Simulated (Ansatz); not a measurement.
**SbAs: response to strain**

Aim: deform SbAs (equal xy, yz and zx engineering shear strains of +2 %) and compute stress, forces and field gradients with LAPW, PAW and all-electron datasets made for the crystal.

Program: Ansatz 0.2.0. Level of theory: DFT PBEsol, scalar-relativistic. These are calculated values, not measurements.

### Step 1. The structure to begin with

It takes space group R-3m (No. 166, trigonal). The conventional cell has a = 4.025 Å, b = 4.025 Å, c = 10.837 Å, α = 90.00°, β = 90.00°, γ = 120.00°. Sb (site symmetry -3m) has 6 As at 2.94 Å as nearest neighbours. Around As (site symmetry -3m) lie 6 Sb at 2.94 Å.

As a file:

```
CELL_PARAMETERS angstrom
2.01275 1.16206 3.61233
-2.01275 1.16206 3.61233
0.00000 -2.32412 3.61233
ATOMIC_POSITIONS crystal
Sb 0.50000 0.50000 0.50000
As 0.00000 0.00000 0.00000
```

Atoms are numbered in the order of the input: Sb1, As2.

### Step 2. The deformed structure

Space group R-3m before, P-1 after.

### Step 3. All-electron LAPW

input.yaml

```yaml
crystal:
  lattice:
    - [2.0604927715, 1.218311885, 3.6440780996]
    - [-1.9650049495, 1.1780569078, 3.6038231224]
    - [0.0128820781, -2.2879988929, 3.5890887781]
  atoms:
    - { symbol: Sb, position: [0.5, 0.5, 0.5] }
    - { symbol: As, position: [0.0, 0.0, 0.0] }
kpoints:
  mp_grid: { grid: [11, 11, 11] }
  band_path:
    path:
      - [0.0, 0.0, 0.0]
      - [-0.5, -0.5, -0.5]
      - [0.5, 0.0, 0.0]
      - [0.0, 0.0, 0.0]
      - [0.0, 0.0, 0.5]
      - [0.0, -0.5, 0.0]
      - [0.0, 0.0, 0.0]
      - [0.5, 0.0, 0.5]
      - [-0.5, -0.5, 0.0]
    npoints: 5
scf:
  occupations: { method: fermi_dirac, width: 0.05 }
hamiltonian:
  xc: pbesol
  pseudopotentials: { kind: all_electron, lapw: { basis_error: 0.001 } }
output:
  forces: true
  stress: true
  eigenvalues: true
```

Started as:

```bash
$ ansatz run input.yaml --threads 1 --pin off --max-ram 3072MiB --backend cpu --events-out ev --progress --plain --runs-dir out
```

### Step 4. Frozen-core PAW

input.yaml

```yaml
crystal:
  lattice:
    - [2.0604927715, 1.218311885, 3.6440780996]
    - [-1.9650049495, 1.1780569078, 3.6038231224]
    - [0.0128820781, -2.2879988929, 3.5890887781]
  atoms:
    - { symbol: Sb, position: [0.5, 0.5, 0.5] }
    - { symbol: As, position: [0.0, 0.0, 0.0] }
kpoints:
  mp_grid: { grid: [11, 11, 11] }
scf:
  occupations: { method: fermi_dirac, width: 0.05 }
hamiltonian:
  xc: pbesol
  pseudopotentials: { kind: paw }
output:
  forces: true
  stress: true
  eigenvalues: true
  efg: { contact_densities: true }
```

### Step 5. All-electron PAW on datasets made for the crystal

input.yaml, as its differences from that of step 4:

```diff
@@ -14,3 +14,3 @@
   xc: pbesol
-  pseudopotentials: { kind: paw }
+  pseudopotentials: { kind: all_electron, datasets: crystal }
 output:
```

(Steps that only read results are left out.)

Q: Predict the outcome of this session. Wanted: pressure; largest shear or deviatoric stress.

**Answer**, as computed:

| quantity | value |
| --- | --- |
| pressure | LAPW -4.01, PAW -4.02, crystal datasets -4.02 GPa |
| largest shear or deviatoric stress (LAPW) | 2.57 GPa |

In words: The largest part of the stress beyond the pressure is 2.57 GPa in size, in the zz component; the atoms are carried along and not relaxed. No run of the undeformed cell stands beside it, so the pressure holds what the given cell had before the change. PAW: stress within 0.02 GPa of LAPW. Crystal datasets: stress within 0.01 GPa of LAPW. Spin-orbit coupling is left out, though the cell holds Sb; in elements this heavy it can shift bands and gaps by tenths of an eV.
